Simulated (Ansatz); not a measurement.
# Cl2FGaH2: the cost of one run

Method: UKS LDA/def2-SVP, in Ansatz 0.2.0.

### Step 1. The starting structure

Bond lengths: Ga1–Cl3 2.062 Å, Ga1–Cl4 2.061 Å, Ga1–F6 2.126 Å. Angles: Cl3–Ga1–Cl4 134.6°, Cl3–Ga1–F6 109.2°, Cl4–Ga1–F6 108.5°.

As a file:

```xyz
6

Ga   -0.4171    0.4639   -0.1881
H    -0.0804   -1.2180    0.8757
Cl   -1.4113   -0.0230   -1.9272
Cl   -0.3990    2.1072    1.0560
H     0.7637   -0.9756    0.4346
F     1.5441   -0.3545   -0.2510
```

### Step 2. A restrained relaxation towards end A

Springs on the bonds that form and break draw the guess towards this end; the thresholds are loose.

File input.yaml:

```yaml
crystal:
  periodic: [false, false, false]
  atoms:
    - { symbol: Ga, position_ang: [-0.4171, 0.4639, -0.1881] }
    - { symbol: H, position_ang: [-0.0804, -1.218, 0.8757] }
    - { symbol: Cl, position_ang: [-1.4113, -0.023, -1.9272] }
    - { symbol: Cl, position_ang: [-0.399, 2.1072, 1.056] }
    - { symbol: H, position_ang: [0.7637, -0.9756, 0.4346] }
    - { symbol: F, position_ang: [1.5441, -0.3545, -0.251] }
magnetization:
  spin_polarized: true
basis:
  gaussian: { orbitals: def2-SVP }
hamiltonian:
  xc: lda
relax:
  f_tol: 0.15
  max_steps: 25
  restrain:
    - { distance: [0, 5], at: 3.09, k: 30.0 }
    - { distance: [4, 1], at: 1.92, k: 30.0 }
    - { distance: [0, 1], at: 1.53, k: 30.0 }
    - { distance: [4, 5], at: 0.88, k: 30.0 }
```

Started as:

```sh
$ ansatz run input.yaml --threads 2 --pin off --max-ram 3072MiB --backend cpu --events-out ev --progress --plain --runs-dir out
```

What time and memory should one allow on 2 threads of Arm Neoverse V1, shared host?

About 16 s, with a peak of 0.15 GiB.
